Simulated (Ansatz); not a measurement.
**B₂Ge+ (doublet): from Hartree-Fock to the top rungs, cc-pVTZ**

One table from this session's results is given with a row withheld; the runs are named, their logs left out.

Method: cc-pVTZ, core rule «outside noble gas», up to 16 orbitals frozen; program: Ansatz 0.2.0, Gaussian basis.

To be run: UHF; CCSD(T) on ROHF; CCSD(T) on UHF; BCCD(T) on ROHF; CCSDT(Q) on ROHF; CCSDT(Q) on UHF.

8 further runs of the same task are left out: 2 for a known fault of the program, 6 set aside as unsound or not needed.

### The system

The geometry is a PBE0/def2-TZVP stationary point (not a proven minimum) of the parent state, kept for this charge and spin. No spin-orbit coupling is included. The filled d shell of Ge may be among the frozen orbitals whatever the setting's name suggests; the logs give the count.

3 atoms, charge 1, spin multiplicity 2.

Atoms are counted from 1 here; the program's logs count them from 0.

Bond lengths: B1–B2 1.542 Å, B2–Ge3 1.941 Å. Angles: B1–B2–Ge3 180.0°.

Set-up of the first run:

Contents of in.yaml:

```yaml
crystal:
  periodic: [false, false, false]
  atoms:
    - {symbol: B, position_ang: [0.000000, 0.000000, -1.674700]}
    - {symbol: B, position_ang: [0.000000, 0.000000, -0.133200]}
    - {symbol: Ge, position_ang: [0.000000, 0.000000, 1.807900]}
basis:
  gaussian: {orbitals: cc-pVTZ}
total_charge: 1
magnetization: {spin_polarized: true, initial_magnetization: 1}
hamiltonian: {xc: hf}
output: {orbitals: {seedname: orbitals}}
```

Started as:

```console
> ansatz run in.yaml --threads 1 --pin off --events-out ev --progress --plain --max-ram 4096MiB --backend cpu
```

Among the steps run: UHF; CCSD(T) on ROHF; CCSD(T) on UHF; BCCD(T) on ROHF; CCSDT(Q) on ROHF; CCSDT(Q) on UHF.

One table of the session follows, with a row left open; its other results are not shown here.

It belongs to the step «Misses and costs». 

```
   method  from RCCSDT(Q) (kcal/mol)
     ROHF                    +153.57
      UHF                    +129.98
     RMP2                     +36.30
     UMP2                     +25.20
    RCCSD                     +12.25
    UCCSD                      +1.64
 RCCSD(T)                      +4.12
 UCCSD(T)                          ?
  BCCD(T)                      +4.10
   RCCSDT                      +1.73
   UCCSDT                     -12.26
RCCSDT(Q)                          0
UCCSDT(Q)                     -16.17
```

**Question.** Estimate the row for UCCSD(T).

As computed: from RCCSDT(Q) (kcal/mol): -5.89. In the column «from RCCSDT(Q) (kcal/mol)» it lies between UCCSDT (-12.26) and RCCSDT(Q) (0).

The program flags UCCSD(T), UCCSDT(Q) as in doubt (see the logs), so those rows may rest on another solution; read them beside their warnings.

To keep in mind: The determinant is far from a pure spin state, so its energy mixes those of several spin states (harmless only where they are near-degenerate, as at dissociation). The program flags UCCSD(T), UCCSDT(Q) as in doubt, so those rows may rest on another solution; read them beside their warnings. Restricted and unrestricted rows rest on different reference determinants; where their highest levels disagree by more than a few hundredths of an eV, they describe different states and don't form one ladder.
